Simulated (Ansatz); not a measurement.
# HNZr: the cost of one run

Computed with Ansatz 0.2.0, Gaussian basis. Level: def2-QZVPP, core rule «outside noble gas», up to 5 orbitals frozen.

The runs, in order: UHF; ROHF; CCSD(T) on UHF.

2 further runs of the same task are left out: 2 set aside as unsound or not needed.

### Step 1. The system

The geometry is a PBE0/def2-TZVP stationary point (not a proven minimum). No spin-orbit coupling is included. Elements past krypton take def2 core potentials.

3 atoms, charge 0, spin multiplicity 3.

Atoms are counted from 1 here; the program's logs count them from 0.

Bond lengths: Zr1–N2 1.791 Å, N2–H3 1.011 Å. Angles: Zr1–N2–H3 180.0°.

### Step 2. UHF

File in.yaml:

```yaml
crystal:
  periodic: [false, false, false]
  atoms:
    - {symbol: Zr, position_ang: [0.000000, 0.000000, 1.530732]}
    - {symbol: N, position_ang: [0.000000, 0.000000, -0.259859]}
    - {symbol: H, position_ang: [0.000000, 0.000000, -1.270873]}
basis:
  gaussian: {orbitals: "def2-QZVPP.json"}
magnetization: {spin_polarized: true, initial_magnetization: 2}
hamiltonian: {xc: hf}
output: {orbitals: {seedname: orbitals}}
```

Run with:

```sh
> ansatz run in.yaml --threads 1 --pin off --events-out ev --progress --plain --max-ram 4096MiB --backend cpu
```

**Question.** How long does this run take on 1 thread of AMD EPYC 7R13, shared host, and how much memory does it need?

About 18 s, with a peak of 0.37 GiB.
